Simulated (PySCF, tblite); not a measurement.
# C₄H₄F₄: geometry, infrared bands and NMR shifts

Aim: predict the infrared bands and NMR shifts of C₄H₄F₄ (`FC(F)=CCC(F)F`).

Programs: tblite 0.8.0 and PySCF 2.14.0, with density-fitted response routines of our own. Each step states its level of theory. These are calculated values for one molecule in the gas phase, unless marked as measured. Atoms are numbered from 0 throughout.

## Step 1: The molecule as given

12 atoms, charge 0, multiplicity 1; geometry from: force field or distance geometry start.

Bonds of the start (Å): F0–C1 1.39, C1–F2 1.35, C1–C3 1.33, C3–C4 1.48, C4–C5 1.50, C5–F6 1.39, C5–F7 1.38, C3–H8 1.10, C4–H9 1.13, C4–H10 1.11, C5–H11 1.13.

## Step 2: Relaxing the molecule with GFN2-xTB

Job settings and geometry (Å):

```
{"job": {"kind": "relax", "xc": "GFN2-xTB", "basis": "xTB"}, "charge": 0, "multiplicity": 1}
F      2.985400     0.464500     1.148300
C      1.746800     0.819300     0.618100
F      1.362500     2.115700     0.633000
C      0.968800    -0.130400     0.117700
C     -0.372200     0.123800    -0.453600
C     -1.475800    -0.608400     0.259500
F     -2.681500    -0.302300    -0.353900
F     -1.298300    -1.976800     0.275000
H      1.325000    -1.173200     0.142400
H     -0.407900    -0.244300    -1.523400
H     -0.640700     1.205300    -0.467000
H     -1.510700    -0.293900     1.342500
```

Command:

```bash
OMP_NUM_THREADS=1 python probes_run.py task.json out
```

This one command runs all jobs of the session in turn.

**Question.** This job is followed by: GFN2-xTB harmonic vibrations, gas phase; GIAO PBE0/pcSseg-1 NMR shielding, non-relativistic, gas phase. What will the session give for the following? strongest single infrared mode (GFN2-xTB); zero-point energy (GFN2-xTB); 13C shifts against TMS (PBE0/pcSseg-1); 1H shifts against TMS (PBE0/pcSseg-1, means over atoms taken as alike); 19F shifts against CFCl3 (PBE0/pcSseg-1, means over atoms taken as alike); surface potential, 1st and 99th percentile.

As calculated:

```
                                                                 quantity                         value
                                strongest single infrared mode (GFN2-xTB)         1783 cm⁻¹, 197 km/mol
                                             zero-point energy (GFN2-xTB)                 47.3 kcal/mol
                                   13C shifts against TMS (PBE0/pcSseg-1)  170.5, 123.0, 77.8, 34.0 ppm
   1H shifts against TMS (PBE0/pcSseg-1, means over atoms taken as alike)          6.00, 4.48, 2.64 ppm
19F shifts against CFCl3 (PBE0/pcSseg-1, means over atoms taken as alike)      -81.3, -87.4, -135.3 ppm
                                    surface potential, 1st and 99th percentile            -0.78 V and 1.27 V
```

In words: Over 20 steps the energy fell by 0.350 eV; of the close pairs, F0–C1 changed most, 1.393 to 1.325 Å. No mode is imaginary among the 30: a minimum at this level. The strongest single mode, at 1783 cm⁻¹, moves mainly C1 and C3. Unscaled tight-binding wavenumbers are off by several per cent, some by more. Its intensities can rank the bands wrongly. H11 (hydrogen on an sp3 CH bonded to 2 F) lies farthest downfield among hydrogen, at 6.00 ppm; its carbon carries F, which withdraws density.
